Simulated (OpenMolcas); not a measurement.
# Ru⁵⁺ among point charges: CASSCF and CASPT2 levels and susceptibility

How does a field of 4 point charges split the states of Ru⁵⁺, and what χT follows?

The numbers are computed with OpenMolcas 26.06 (state-averaged CASSCF and CASPT2, spin-orbit coupling by RASSI with atomic mean-field integrals), except any that are marked as measured or tabulated.

### Step 1. What is computed

```
Species                           : Ru⁵⁺ (ruthenium, Z = 44, 39 electrons)
Basis                             : ANO-RCC-VTZP [7s6p4d2f1g], 68 functions
Scalar Hamiltonian                : DKH2, point nucleus
Inactive shells                   : 1s 2s 2p 3s 3p 3d 4s 4p
Active space                      : 3 electrons in 5 orbitals (4d)
Some configurations of this space : 4d3
Orbitals                          : optimised for each spin and parity, averaged over all roots
```

Outer shells as boxes (Hund's rule):

4d3
```
4d [↑ ][↑ ][↑ ][  ][  ]
```

The ion sits among 4 point charges of -1 e arranged as a tetrahedron (Td), 2.07 Å from the ion.

Each step is its own input file, run in one work folder so that later steps find the files of earlier ones. Labels, J, g values, rates, χT and fits are worked out afterwards by a script from the matrices that RASSI stores.

### Step 2. Basis and integrals

The input, a.inp:

```
&GATEWAY
Coord
1

Ru 0.0 0.0 0.0
Basis=ANO-RCC-VTZP
Group=NoSym
NoMove
AngMom=0.0 0.0 0.0
AMFI
XField
4 Angstrom 0
1.195115 1.195115 1.195115 -1.000000
1.195115 -1.195115 -1.195115 -1.000000
-1.195115 1.195115 -1.195115 -1.000000
-1.195115 -1.195115 1.195115 -1.000000
&SEWARD
```

The run is started by

```
$ OMP_NUM_THREADS=1 MOLCAS_MEM=1689 MOLCAS_PROJECT=a pymolcas a.inp > a.log
```

### Step 3. CASSCF: quartets, 10 roots

The input, a.inp:

```
&RASSCF
FileOrb=start.orb
Symmetry=1
Spin=4
nActEl=3 0 0
Inactive=18
Ras2=5
CIRoot=10 10 1
SDav=10
CIMx=300
Iter=120 100
PrWF=0.3
OrbListing=Nothing
MaxOrb=0
>>> COPY $Project.JobIph JOB001
```

start.orb holds the contracted functions of the basis, ordered by shell, or the orbitals of the step before.

### Step 4. Reference wave functions, doublets, 40 roots

The input, a.inp:

```
&RASSCF
FileOrb=start.orb
Symmetry=1
Spin=2
nActEl=3 0 0
Inactive=18
Ras2=5
CIRoot=40 40 1
SDav=40
CIMx=300
Iter=120 100
PrWF=0.3
OrbListing=Nothing
MaxOrb=0
>>> COPY $Project.JobIph JOB002
```

### Step 5. State interaction with spin-orbit coupling

The input, a.inp:

```
&RASSI
NrOfJobIphs=2 10 40
1 2 3 4 5 6 7 8 9 10
1 2 3 4 5 6 7 8 9 10 11 12 13 14 15 16 17 18 19 20 21 22 23 24 25 26 27
28 29 30 31 32 33 34 35 36 37 38 39 40
IphNames
JOB001
JOB002
EJob
SpinOrbit
DIPRint=1.0
SOCoupling=1000.0
Subsets=2
Property=9
'ANGMOM' 1 'ANGMOM' 2 'ANGMOM' 3 'MLTPL  1' 1 'MLTPL  1' 2 'MLTPL  1' 3
'AMFI' 1 'AMFI' 2 'AMFI' 3
SOProperty=3
'ANGMOM' 1 'ANGMOM' 2 'ANGMOM' 3
```

### Step 6. CASPT2: IPEA 0.25, imaginary shift 0.1 (closed shells correlated: 4s 4p)

The input, a.inp:

```
>>> COPY JOB001 $Project.JobIph
&CASPT2
Multistate=10 1 2 3 4 5 6 7 8 9 10
NoMult
Frozen=14
IPEA=0.25
Imaginary=0.1
MaxIter=60
WThr=0.0 0.3 0.05
PrWF=0.5
NoMix
>>> COPY JOB002 $Project.JobIph
&CASPT2
Multistate=40 1 2 3 4 5 6 7 8 9 10 11 12 13 14 15 16 17 18 19 20 21 22
23 24 25 26 27 28 29 30 31 32 33 34 35 36 37 38 39 40
NoMult
Frozen=14
IPEA=0.25
Imaginary=0.1
MaxIter=60
WThr=0.0 0.3 0.05
PrWF=0.5
NoMix
```

(Steps that only read results are left out.)

Q: Predict the outcome of this session. Wanted: spin-free ground state; first state of the same spin within the active space; lowest level; next level.

The runs gave:

```
                                            quantity                                                                        value
                                              method  SS-CASPT2, IPEA 0.25, imaginary shift 0.1 (closed shells correlated: 4s 4p)
                              spin-free ground state                                              4T1, 3-fold in its orbital part
first state of the same spin within the active space                                                              4T2 at 663 cm⁻¹
                                        lowest level                                                                    4-fold Γ8
                                          next level                                                                  1174.7 cm⁻¹
                                         χT at 300 K                                                               0.18 cm³ K/mol
                           effective moment at 300 K                                                                      1.20 μB
```

Cost by method:

```csv
method,time of its own steps,time with the reference
A. CASSCF,16 s,16 s
"B. SS-CASPT2, IPEA 0.25, imaginary shift 0.1, +4s 4p",19 s,35 s
```

Times are of one thread on a shared host.

The spin-free ground state (4T1) comes to 100 % from free-ion F terms and keeps the highest spin of the shell. χT at 300 K is 0.18, against 1.88 cm³ K/mol for the spin alone, so spin-orbit coupling lowers it. A ligand-field fit to the states below 45000 cm-1 gives 10Dq = -1254 cm-1, B = 817 cm-1 and C = 3556 cm-1 (C/B = 4.35), with a deviation of 335 cm-1. CASPT2 does not keep the components of a term degenerate, and the means are used. The field of point charges can differ much from that of real complexes. Point charges carry no covalency, so the field is a model and not that of real ligands.
